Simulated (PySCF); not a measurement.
**[BiF3]2+: other functionals and bases at one geometry**

One table from this session's results is given with a row withheld; the runs are named, their logs left out.

Program: PySCF 2.14.0. Level of theory: several levels, as the steps say, no spin–orbit coupling. These are calculated values, not measurements.

3 further runs of the same task are left out: 2 for a known fault of the program, 1 set aside as unsound or not needed.

## Starting geometry

4 atoms, charge 2, spin multiplicity 1.

Bond lengths: Bi1–F2 1.978 Å, Bi1–F3 1.978 Å, Bi1–F4 1.978 Å. Angles: F2–Bi1–F3 117.3°, F2–Bi1–F4 117.3°, F3–Bi1–F4 125.5°.

Geometry (Å):

```xyz
4

Bi   -0.04145   -0.00005    0.00000
F     1.93682   -0.00166    0.00000
F    -0.94595    1.75915    0.00000
F    -0.94941   -1.75744    0.00000
```

Formal oxidation states: Bi +5. An earlier session relaxed this geometry at r2SCAN, Bi def2-SVP with ECP60, F def2-SVP (singlet, point group C2v).

At r2SCAN on the finer grid: E = -512.813468 Eh, HOMO -24.41 eV, LUMO -22.49 eV, Mulliken charge on Bi1 +2.18 e, largest force component 0.055 eV/Å. 

Levels to run: B3LYP; CAM-B3LYP; TPSSh; TPSS; r2SCAN, TZVP; r2SCAN, x2c-SVP. Hardware: 2 threads of Intel Xeon Platinum 8259CL at 2.50GHz (Skylake/Cascade Lake), shared host.

The first run:

File run.py (the lines that set the calculation):

```python
mol = gto.M(atom='''
Bi    -0.04145    -0.00005     0.00000
F      1.93682    -0.00166     0.00000
F     -0.94595     1.75915     0.00000
F     -0.94941    -1.75744     0.00000''',
    basis={'Bi': 'def2-SVP', 'F': 'def2-SVP'},
    ecp={'Bi': 'def2-SVP'},
    charge=2, spin=0)
mf = dft.RKS(mol, xc='B3LYP')
mf.grids.atom_grid = (75, 302)
mf = mf.density_fit()  # fitting sets: Bi def2-universal-JKFIT, F def2-universal-JKFIT
mf.conv_tol = 1e-08; mf.max_cycle = 55
mf.kernel(dm0)  # dm0: the density of the relaxed state
```

Command:

```console
> OMP_NUM_THREADS=2 python run.py
```

Among the steps run: B3LYP; CAM-B3LYP; TPSSh; TPSS; r2SCAN, TZVP; r2SCAN, x2c-SVP.

One table of the session follows, with a row left open; its other results are not shown here.

| level | HOMO (eV) | gap (eV) | charge on Bi1 (e) | dipole (D) | largest force component (eV/Å) |
| --- | --- | --- | --- | --- | --- |
| r2SCAN (relaxed here) | -24.41 | 1.92 | 2.18 | 0.27 | 0.05 |
| B3LYP | -25.67 | 3.77 | 2.17 | 0.28 | 0.08 |
| CAM-B3LYP | -27.52 | 6.83 | 2.18 | 0.30 | 0.61 |
| TPSSh | -24.86 | 2.82 | 2.17 | 0.27 | 0.07 |
| TPSS | -23.97 | 1.67 | 2.11 | 0.25 | 0.38 |
| r2SCAN, TZVP | ? | ? | ? | ? | ? |
| r2SCAN, x2c-SVP | -24.41 | 1.90 | 2.24 | 0.28 | 0.52 |

Q: Estimate the row for r2SCAN, TZVP from the others.

The run gave: HOMO (eV): -24.36; gap (eV): 1.95; charge on Bi1 (e): 2.15; dipole (D): 0.26; largest force component (eV/Å): 1.25. In the column «HOMO (eV)» it lies between r2SCAN, x2c-SVP (-24.41) and TPSS (-23.97).

The dipole of a charged species depends on the origin, so these sizes hold for this origin alone.

In one basis the HOMO–LUMO gap runs from 1.67 eV (TPSS) to 6.83 eV (CAM-B3LYP). The largest leftover force, 1.25 eV/Å with r2SCAN, TZVP, stands at a geometry relaxed at another level. Total energies of different levels can't be compared.
